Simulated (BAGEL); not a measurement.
# HF/STO-3G (density fitting with qzvpp-jkfit) run of VSF3 (SMILES [F][V]([F])([F])=[S])

Aim: the energy change on altering one bond length of VSF3 at HF/STO-3G (density fitting with qzvpp-jkfit), from 2 runs. 

Program for the calculation: BAGEL 1.2.2.

7 further runs of the same task are left out: 7 that didn't finish.

## 1. The molecule

The species is VSF3 (5 atoms), meant as a singlet with charge 0. SMILES: `[F][V]([F])([F])=[S]`. The coordinates come from a PBE0-D4/def2-TZVP relaxation.

Bond lengths: F1–V2 1.710 Å, V2–F3 1.710 Å, V2–F4 1.710 Å, V2–S5 1.982 Å. Angles: F1–V2–F3 110.2°, F1–V2–F4 110.2°, F1–V2–S5 108.7°, F3–V2–F4 110.2°, F3–V2–S5 108.7°, F4–V2–S5 108.7°.

## 2. A single-point energy at HF/STO-3G (density fitting with qzvpp-jkfit)

input.json reads:

```json
{ "bagel": [

{
  "title": "molecule",
  "basis": "sto-3g",
  "df_basis": "qzvpp-jkfit",
  "angstrom": true,
  "geometry": [
    { "atom": "F", "xyz": [    0.253000,   -0.809600,    1.512000 ] },
    { "atom": "V", "xyz": [   -0.045100,   -0.048300,    0.010200 ] },
    { "atom": "F", "xyz": [   -1.340300,    1.058600,    0.155800 ] },
    { "atom": "F", "xyz": [   -0.399900,   -1.218600,   -1.185000 ] },
    { "atom": "S", "xyz": [    1.582100,    0.944200,   -0.534300 ] }
  ]
},
{ "title": "hf" },
{ "title": "print", "file": "orbitals.molden", "orbitals": true }

]}
```

Started as:

```sh
BAGEL_NUM_THREADS=1 BAGEL input.json > input.out
```

Standard output:

```text
* using 1 threads per process

  ===============================================================
  ===============================================================

  *** Geometry ***

  { "atom" : "F", "xyz" : [      0.478101,     -1.529922,      2.857266 ] },
  { "atom" : "V", "xyz" : [     -0.085227,     -0.091274,      0.019275 ] },
  { "atom" : "F", "xyz" : [     -2.532800,      2.000464,      0.294419 ] },
  { "atom" : "F", "xyz" : [     -0.755701,     -2.302820,     -2.239325 ] },
  { "atom" : "S", "xyz" : [      2.989736,      1.784279,     -1.009681 ] },

  Number of auxiliary basis functions:      623

  Since a DF basis is specified, we compute 2- and 3-index integrals:
    o Being stored without compression. Storage requirement is 0.009 GB

  Number of basis functions:       42
  Number of electrons      :       66

    * METHOD: MOLECULE                             0.28

  *** RHF ***

  === Nuclear Repulsion ===
   412.3412991925

      * DIIS with orbital gradients will be used.

  === RHF iteration (sto-3g) ===
      0      -1619.86278926          0.03870393           0.06
      1      -1615.81348982          0.12611581           0.05
      2      -1620.62304698          0.01022299           0.05
      3      -1620.64415315          0.00517835           0.05
      4      -1620.65309334          0.00179478           0.05
      5      -1620.65434155          0.00030499           0.05
      6      -1620.65439668          0.00008897           0.05
      7      -1620.65440732          0.00002344           0.05
      8      -1620.65440822          0.00000864           0.05
      9      -1620.65440838          0.00000365           0.05
     10      -1620.65440841          0.00000136           0.05
     11      -1620.65440841          0.00000053           0.05
     12      -1620.65440841          0.00000034           0.05
     13      -1620.65440841          0.00000012           0.05
     14      -1620.65440841          0.00000007           0.05
     15      -1620.65440841          0.00000003           0.05
     16      -1620.65440841          0.00000002           0.05
     17      -1620.65440841          0.00000001           0.05
     18      -1620.65440841          0.00000000           0.05
    * SCF iteration converged.

    * Permanent dipole moment:
           (    0.500546,     0.305262,    -0.167631) a.u.

    * METHOD: HF                                   1.13

    * METHOD: PRINT                                0.00

  ===============================================================
```

Run time: 1.6 s. Hardware: 1 thread of Arm Neoverse V2, shared host; peak memory 0.093 GiB.

## 3. The distorted shape

hf.json reads:

```json
{ "bagel" : [

{
  "title" : "molecule",
  "basis" : "sto-3g",
  "df_basis" : "qzvpp-jkfit",
  "angstrom" : true,
  "geometry" : [
    { "atom" : "F", "xyz" : [       0.536831,       0.126612,       2.468131 ] },
    { "atom" : "V", "xyz" : [       0.238731,       0.887912,       0.966331 ] },
    { "atom" : "F", "xyz" : [      -1.056469,       1.994812,       1.111931 ] },
    { "atom" : "F", "xyz" : [      -0.399900,      -1.218600,      -1.185000 ] },
    { "atom" : "S", "xyz" : [       1.865931,       1.880412,       0.421831 ] }
  ]
},

{
  "title" : "hf"
},

{
  "title" : "print",
  "file" : "orbitals.molden",
  "orbitals" : true
}

]}
```

Started as:

```sh
BAGEL_NUM_THREADS=1 BAGEL hf.json > hf.out
```

Standard output:

```text
* using 1 threads per process

  ===============================================================
  ===============================================================

  *** Geometry ***

  { "atom" : "F", "xyz" : [      1.014464,      0.239262,      4.664092 ] },
  { "atom" : "V", "xyz" : [      0.451136,      1.677911,      1.826101 ] },
  { "atom" : "F", "xyz" : [     -1.996437,      3.769648,      2.101245 ] },
  { "atom" : "F", "xyz" : [     -0.755701,     -2.302820,     -2.239325 ] },
  { "atom" : "S", "xyz" : [      3.526099,      3.553464,      0.797145 ] },

  Number of auxiliary basis functions:      623

  Since a DF basis is specified, we compute 2- and 3-index integrals:
    o Being stored without compression. Storage requirement is 0.009 GB

  Number of basis functions:       42
  Number of electrons      :       66

    * METHOD: MOLECULE                             0.27

  *** RHF ***

  === Nuclear Repulsion ===
   367.6687706018

      * DIIS with orbital gradients will be used.

  === RHF iteration (sto-3g) ===
      0      -1619.19930382          0.03961855           0.05
      1      -1599.12598924          0.13012747           0.05
      2      -1620.04675028          0.01232419           0.05
      3      -1620.22750668          0.00873695           0.05
      4      -1620.29347026          0.00341365           0.05
      5      -1620.29866463          0.00239840           0.05
      6      -1620.30165752          0.00138227           0.05
      7      -1620.30322808          0.00032112           0.05
      8      -1620.30338569          0.00022719           0.05
      9      -1620.30354408          0.00016431           0.05
     10      -1620.30366117          0.00008016           0.05
     11      -1620.30369405          0.00004071           0.05
     12      -1620.30370016          0.00002666           0.05
     13      -1620.30370195          0.00002539           0.05
     14      -1620.30370275          0.00001629           0.05
     15      -1620.30370353          0.00000929           0.05
     16      -1620.30370387          0.00000540           0.05
     17      -1620.30370394          0.00000310           0.05
     18      -1620.30370397          0.00000216           0.05
     19      -1620.30370397          0.00000191           0.05
     20      -1620.30370398          0.00000108           0.05
     21      -1620.30370398          0.00000068           0.05
     22      -1620.30370398          0.00000048           0.05
     23      -1620.30370398          0.00000031           0.05
     24      -1620.30370398          0.00000024           0.05
     25      -1620.30370398          0.00000019           0.05
     26      -1620.30370398          0.00000007           0.05
     27      -1620.30370398          0.00000003           0.05
     28      -1620.30370398          0.00000002           0.05
     29      -1620.30370398          0.00000002           0.05
     30      -1620.30370398          0.00000001           0.05
     31      -1620.30370398          0.00000001           0.05
     32      -1620.30370398          0.00000001           0.05
    * SCF iteration converged.

    * Permanent dipole moment:
           (    0.128325,    -0.328565,    -0.603419) a.u.

    * METHOD: HF                                   1.81

    * METHOD: PRINT                                0.00

  ===============================================================
```

It took 2.2 s on 1 thread of Arm Neoverse V2, shared host; peak memory 0.093 GiB.

## 4. What came out

Level: HF/STO-3G (density fitting with qzvpp-jkfit).

```
                                                         quantity           value
                                        first shape: total energy  -1620.65441 Eh
                                       first shape: dipole moment          1.55 D
                                         first shape: HOMO energy        -7.23 eV
                                         first shape: LUMO energy         5.79 eV
                                       first shape: HOMO–LUMO gap        13.02 eV
                                    distorted shape: total energy  -1620.30370 Eh
                                   distorted shape: dipole moment          1.78 D
                                     distorted shape: HOMO energy        -5.66 eV
                                     distorted shape: LUMO energy         2.11 eV
                                   distorted shape: HOMO–LUMO gap         7.77 eV
energy change with the V2–F4 bond stretched from 1.710 to 3.078 Å        9.543 eV
```

In words: One bond (distorted shape) is far stretched, which a spin-restricted single reference describes badly; a broken-symmetry solution may lie lower. With the V2–F4 bond stretched from 1.710 to 3.078 Å the energy rises by 9.54 eV (921 kJ/mol). The first shape isn't relaxed at this level, so the change isn't measured from a minimum. A restricted reference can't describe the breaking bond well at this length. The minimal basis adds a large error of its own.
